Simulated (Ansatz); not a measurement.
# CO: the cost of one run

Method: DFT PBE+D3(BJ), scalar-relativistic, plane waves, PAW, in Ansatz 0.2.0.

## Step 1: The system as given

Symmetry: P2_13, No. 198, cubic system. Conventional cell: a = 5.964 Å, b = 5.964 Å, c = 5.964 Å, α = 90.00°, β = 90.00°, γ = 90.00°. C (site symmetry 3) is surrounded by 1 O at 1.14 Å. Around O (site symmetry 3) lie 1 C at 1.14 Å.

Structure file:

```cif
data_structure
_symmetry_space_group_name_H-M 'P 1'
_symmetry_Int_Tables_number 1
_cell_length_a 5.9638
_cell_length_b 5.9638
_cell_length_c 5.9638
_cell_angle_alpha 90.000
_cell_angle_beta 90.000
_cell_angle_gamma 90.000
_cell_volume 212.11
loop_
_atom_site_label
_atom_site_type_symbol
_atom_site_fract_x
_atom_site_fract_y
_atom_site_fract_z
_atom_site_occupancy
C1 C 0.95916 0.95916 0.95916 1
C2 C 0.54084 0.04084 0.45916 1
C3 C 0.45916 0.54084 0.04084 1
C4 C 0.04084 0.45916 0.54084 1
O1 O 0.06982 0.06982 0.06982 1
O2 O 0.43018 0.93018 0.56982 1
O3 O 0.56982 0.43018 0.93018 1
O4 O 0.93018 0.56982 0.43018 1
```

The structure rests on an entry of the Materials Project (structure only); cell or positions may have been set otherwise for this series.

## Step 2: Relaxing cell and atoms: CO, no spin

Contents of input.yaml:

```yaml
crystal:
  lattice:
    - [5.963808, 0.0, 0.0]
    - [0.0, 5.963808, 0.0]
    - [0.0, 0.0, 5.963808]
  atoms:
    - { symbol: C, position: [0.959164, 0.959164, 0.959164] }
    - { symbol: C, position: [0.540836, 0.040836, 0.459164] }
    - { symbol: C, position: [0.459164, 0.540836, 0.040836] }
    - { symbol: C, position: [0.040836, 0.459164, 0.540836] }
    - { symbol: O, position: [0.069818, 0.069818, 0.069818] }
    - { symbol: O, position: [0.430182, 0.930182, 0.569818] }
    - { symbol: O, position: [0.569818, 0.430182, 0.930182] }
    - { symbol: O, position: [0.930182, 0.569818, 0.430182] }
scf:
  occupations: { method: fixed }
output:
  forces: true
  stress: true
  write_density: true
  write_potential: true
  elf: true
  volumetric_format: npy
kpoints:
  mp_grid: { grid: [4, 4, 4] }
hamiltonian:
  xc: pbe
  dispersion: d3bj
relax:
  f_tol: 0.005
  max_steps: 80
  cell: { stress_tol: 0.02 }
basis:
  ecutwfc: 600
```

Started as:

```console
$ ansatz run input.yaml --threads 8 --pin off --max-ram 16384MiB --backend cpu --events-out ev --progress --plain --runs-dir out
```

**Question.** How long does this run take on 8 threads of Intel Xeon, shared host, and how much memory does it need?

About 12 s, with a peak of 0.77 GiB.
